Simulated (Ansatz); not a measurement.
# C3H9NSi: how energies converge with the basis set

Aim: see how fast density functionals converge with the basis set for C3H9NSi.

Method: one geometry, several basis sets; program: Ansatz 0.2.0, Gaussian basis.

The runs, in order: PBE0-D4/def2-SVP; ωB97M-V/def2-SVP; PBE0-D4/def2-QZVPP; ωB97M-V/def2-QZVPP; the functionals' def2-TZVPP values are taken from earlier runs.

## Step 1: The relaxed structure

An earlier PBE0-D4 in a triple-zeta def2 set relaxation fixed the geometry.

14 atoms, charge 0, spin multiplicity 1.

Atoms are counted from 1 here; the program's logs count them from 0.

Bond lengths: C1–N2 1.449 Å, C1–H6 1.092 Å, C1–H7 1.093 Å, C1–H8 1.102 Å, N2–C3 1.431 Å, N2–H9 1.010 Å, C3–C4 1.543 Å, C3–Si5 1.858 Å, C3–H10 1.097 Å, C4–Si5 1.847 Å, C4–H11 1.085 Å, C4–H12 1.086 Å, Si5–H13 1.477 Å, Si5–H14 1.479 Å. Angles: N2–C1–H6 109.8°, N2–C1–H7 109.4°, N2–C1–H8 113.7°, H6–C1–H7 107.7°, H6–C1–H8 108.5°, H7–C1–H8 107.5°, C1–N2–C3 113.5°, C1–N2–H9 110.7°, C3–N2–H9 110.5°, N2–C3–C4 115.0°, N2–C3–Si5 119.4°, N2–C3–H10 116.7°, C4–C3–Si5 65.0°, C4–C3–H10 112.8°, Si5–C3–H10 117.1°, C3–C4–Si5 65.8°, C3–C4–H11 117.1°, C3–C4–H12 114.2° and more.

Geometry (Å):

```xyz
14
charge 0, multiplicity 1
C    -1.71696    0.89533    0.58642
N    -0.35897    1.02478    0.09901
C     0.12689   -0.15212   -0.55504
C     0.64402   -1.25649    0.38968
Si    1.95787   -0.46005   -0.63578
H    -2.03473    1.83257    1.04824
H    -1.75566    0.11673    1.35227
H    -2.44456    0.62716   -0.19693
H    -0.27266    1.82855   -0.50708
H    -0.48278   -0.54646   -1.37758
H     0.32148   -2.27211    0.18661
H     0.61447   -0.99194    1.44243
H     2.87483    0.51047   -0.00528
H     2.51386   -1.18583   -1.79826
```

## Step 2: PBE0-D4 in def2-SVP

Contents of in.yaml:

```yaml
crystal:
  periodic: [false, false, false]
  atoms:
    - {symbol: C, position_ang: [-1.716956, 0.895330, 0.586416]}
    - {symbol: N, position_ang: [-0.358968, 1.024779, 0.099009]}
    - {symbol: C, position_ang: [0.126888, -0.152115, -0.555038]}
    - {symbol: C, position_ang: [0.644023, -1.256488, 0.389682]}
    - {symbol: Si, position_ang: [1.957873, -0.460047, -0.635782]}
    - {symbol: H, position_ang: [-2.034729, 1.832569, 1.048243]}
    - {symbol: H, position_ang: [-1.755660, 0.116726, 1.352271]}
    - {symbol: H, position_ang: [-2.444565, 0.627162, -0.196935]}
    - {symbol: H, position_ang: [-0.272659, 1.828548, -0.507080]}
    - {symbol: H, position_ang: [-0.482784, -0.546456, -1.377579]}
    - {symbol: H, position_ang: [0.321477, -2.272114, 0.186607]}
    - {symbol: H, position_ang: [0.614469, -0.991937, 1.442429]}
    - {symbol: H, position_ang: [2.874826, 0.510474, -0.005283]}
    - {symbol: H, position_ang: [2.513864, -1.185832, -1.798258]}
basis:
  gaussian: {orbitals: def2-SVP}
hamiltonian: {xc: pbe0, dispersion: d4}
output: {orbitals: {seedname: orbitals}}
```

The runs that follow: ωB97M-V in def2-SVP; PBE0-D4 in def2-QZVPP; ωB97M-V in def2-QZVPP.

Before running them: what should the planned runs give, taken together? Wanted: PBE0-D4: double and triple zeta above quadruple; ωB97M-V: double and triple zeta above quadruple.

As calculated:

```
                                       quantity          value
PBE0-D4: double and triple zeta above quadruple  8.53, 0.54 eV
ωB97M-V: double and triple zeta above quadruple  8.79, 0.51 eV
```

PBE0-D4 gains 7.98 eV from double to triple zeta, then 0.54 eV more. Total energies overstate the basis error of differences, where much of it tends to cancel. The LUMO of ωB97M-V is positive and keeps falling with the basis (2.64 to 1.44 eV): an unbound level that the basis holds in place.
